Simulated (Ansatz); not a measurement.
# YRe3 (AuCu3 type): a single-point run

Aim: a sound single-point run of YRe3 (AuCu3 type). The structure is shown as the input types it.

Computed with Ansatz 0.2.0 (DFT PBE, scalar-relativistic, plane waves, PAW, unless a step's input says otherwise).

1 further run of the same task is left out (it didn't finish). Runs told in other sessions of the task aren't counted.

## (1) The structure to begin with

Symmetry: Pm-3m, No. 221, cubic system. Conventional cell: a = 4.114 Å, b = 4.114 Å, c = 4.114 Å, α = 90.00°, β = 90.00°, γ = 90.00°. Around Y (site symmetry m-3m) lie 12 Re at 2.91 Å. Around Re (site symmetry 4/mmm) lie 4 Y at 2.91 Å and 8 Re at 2.91 Å.

Coordinates:

```
CELL_PARAMETERS angstrom
4.11436 0.00000 0.00000
0.00000 4.11436 0.00000
0.00000 0.00000 4.11436
ATOMIC_POSITIONS crystal
Y 0.00000 0.00000 0.00000
Re 0.00000 0.50000 0.50000
Re 0.50000 0.50000 0.00000
Re 0.50000 0.00000 0.50000
```

## (2) Running it

Input file input.yaml:

```yaml
crystal:
  lattice:
    - [4.1143635288, 0.0, 0.0]
    - [0.0, 4.1143635288, 0.0]
    - [0.0, 0.0, 4.1143635288]
  atoms:
    - { symbol: "Y", position: [0.0, 0.0, 0.0] }
    - { symbol: Re, position: [0.0, 0.5, 0.5] }
    - { symbol: Re, position: [0.5, 0.5, 0.0] }
    - { symbol: Re, position: [0.5, 0.0, 0.5] }
basis:
  ecutwfc: 420
  ecutrho_ratio: 4
kpoints:
  mp_grid: { grid: [1, 1, 1] }
hamiltonian:
  xc: pbe
scf:
  occupations: { method: gaussian, width: 0.05 }
  max_iter: 50
output:
  forces: true
  stress: true
```

Started as:

```sh
> ansatz run input.yaml --threads 2 --pin off --max-ram 2662MiB --backend cpu --events-out ev --progress --plain --runs-dir out
```

What happens when this is run?

This run ends as converged. It gives a pressure of -41 GPa, which is large.

Look at the input: kpoints.mp_grid.grid is [1, 1, 1]. Band dispersion is ignored when only one k-point is used.

To check: set kpoints.mp_grid.grid to [8, 8, 8].
